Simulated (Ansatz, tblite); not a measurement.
# BTBT (C₁₄H₈S₂): one state, many levels

An exercise on one series of results from a longer session: the logs are not shown, and one member is left open.

Computed with Ansatz 0.2.0, Gaussian basis. Level: as each input shows.

Levels to be run: GFN1-xTB, GFN2-xTB, PBE-D4/def2-TZVP, r2SCAN-D4/def2-TZVP, PBE-D4/def2-SVP, PBE0-D4/def2-SVP, HF/STO-3G, MP2/def2-SVP.

3 further runs of the same task are left out: 3 that didn't finish.

## The relaxed structure

The singlet was relaxed beforehand with PBE-D4/def2-SVP.

SMILES `c1ccc2c(c1)sc1c3ccccc3sc21`, 24 atoms, charge 0, spin multiplicity 1.

Bond lengths: C1–C2 1.413 Å, C1–C6 1.400 Å, C1–H17 1.100 Å, C2–C3 1.397 Å, C2–H18 1.100 Å, C3–C4 1.413 Å, C3–H19 1.101 Å, C4–C5 1.432 Å, C4–C16 1.435 Å, C5–C6 1.404 Å, C5–S7 1.764 Å, C6–H20 1.100 Å, S7–C8 1.751 Å, C8–C9 1.435 Å, C8–C16 1.394 Å, C9–C10 1.413 Å, C9–C14 1.432 Å, C10–C11 1.397 Å and more. Angles: C2–C1–C6 120.9°, C2–C1–H17 119.8°, C6–C1–H17 119.3°, C1–C2–C3 120.8°, C1–C2–H18 119.6°, C3–C2–H18 119.6°, C2–C3–C4 119.5°, C2–C3–H19 120.8°, C4–C3–H19 119.7°, C3–C4–C5 119.0°, C3–C4–C16 130.9°, C5–C4–C16 110.0°, C4–C5–C6 121.3°, C4–C5–S7 112.7°, C6–C5–S7 126.0°, C1–C6–C5 118.5°, C1–C6–H20 120.8°, C5–C6–H20 120.7° and more.

PBE0-D4/def2-TZVP was run before; its log isn't repeated, and its numbers join the tables.

Set-up of the first run:

Tight binding, by tblite at 300 K electronic temperature and without a spin-polarisation term:

```python
tblite.interface.Calculator('GFN1-xTB', numbers, positions, charge=0, uhf=0).singlepoint()
```

Tight binding, by tblite at 300 K electronic temperature and without a spin-polarisation term:

```python
tblite.interface.Calculator('GFN2-xTB', numbers, positions, charge=0, uhf=0).singlepoint()
```

start.molden holds the orbitals of an earlier run on this state, given as this run's starting guess.

in.yaml reads:

```yaml
crystal:
  periodic: [false, false, false]
  atoms:
    - {symbol: C, position_ang: [-4.306971, 1.066305, 0.657358]}
    - {symbol: C, position_ang: [-4.225271, 0.254162, -0.495957]}
    - {symbol: C, position_ang: [-2.993888, -0.230598, -0.942530]}
    - {symbol: C, position_ang: [-1.817752, 0.096187, -0.231695]}
    - {symbol: C, position_ang: [-1.917495, 0.920435, 0.934975]}
    - {symbol: C, position_ang: [-3.157089, 1.405491, 1.380652]}
    - {symbol: S, position_ang: [-0.352351, 1.223079, 1.690386]}
    - {symbol: C, position_ang: [0.448018, 0.259837, 0.466322]}
    - {symbol: C, position_ang: [1.817685, -0.096640, 0.231994]}
    - {symbol: C, position_ang: [2.993848, 0.230428, 0.942640]}
    - {symbol: C, position_ang: [4.225331, -0.253758, 0.495683]}
    - {symbol: C, position_ang: [4.307034, -1.065945, -0.657590]}
    - {symbol: C, position_ang: [3.157110, -1.405417, -1.380702]}
    - {symbol: C, position_ang: [1.917462, -0.920724, -0.934790]}
    - {symbol: S, position_ang: [0.352297, -1.223630, -1.690022]}
    - {symbol: C, position_ang: [-0.448111, -0.260489, -0.465892]}
    - {symbol: H, position_ang: [-5.285572, 1.439262, 0.994967]}
    - {symbol: H, position_ang: [-5.142360, 0.000724, -1.048450]}
    - {symbol: H, position_ang: [-2.930247, -0.863405, -1.840676]}
    - {symbol: H, position_ang: [-3.222285, 2.038001, 2.278179]}
    - {symbol: H, position_ang: [2.930168, 0.863028, 1.840930]}
    - {symbol: H, position_ang: [5.142457, 0.000184, 1.047890]}
    - {symbol: H, position_ang: [5.285632, -1.438813, -0.995318]}
    - {symbol: H, position_ang: [3.222371, -2.037724, -2.278367]}
basis:
  gaussian: {orbitals: def2-TZVP, initial_orbitals: start.molden}
hamiltonian: {xc: pbe, dispersion: d4}
scf: {omitted_lower_state_checks: [starts]}
output: {forces: true, orbitals: {seedname: orbitals}}
```

On the command line:

```
$ ansatz run in.yaml --threads 4 --pin off --events-out ev --progress --plain --max-ram 9574MiB
```

Steps of the session up to this table: PBE-D4/def2-TZVP; r2SCAN-D4/def2-TZVP; PBE-D4/def2-SVP; PBE0-D4/def2-SVP; HF/STO-3G; MP2/def2-SVP.

One of the session's tables, all rows but one given; the rest of the session is left out.

It belongs to the step «Binding energy». 

```
              level  binding an atom (eV)
          HF/STO-3G                 4.468
        HF/def2-SVP                 3.939
    PBE-D4/def2-SVP                 5.681
   PBE-D4/def2-TZVP                 5.602
r2SCAN-D4/def2-TZVP                 5.402
   PBE0-D4/def2-SVP                 5.546
  PBE0-D4/def2-TZVP                     ?
       MP2/def2-SVP                 5.304
```

Q: Estimate the row for PBE0-D4/def2-TZVP from the others.

The run gave: binding an atom (eV): 5.467. In the column «binding an atom (eV)» it lies between r2SCAN-D4/def2-TZVP (5.402) and PBE0-D4/def2-SVP (5.546).

Limits of these values: Free atoms were run apart at each level; binding is atoms less cluster, divided by the number of atoms, without zero-point or spin-orbit terms.
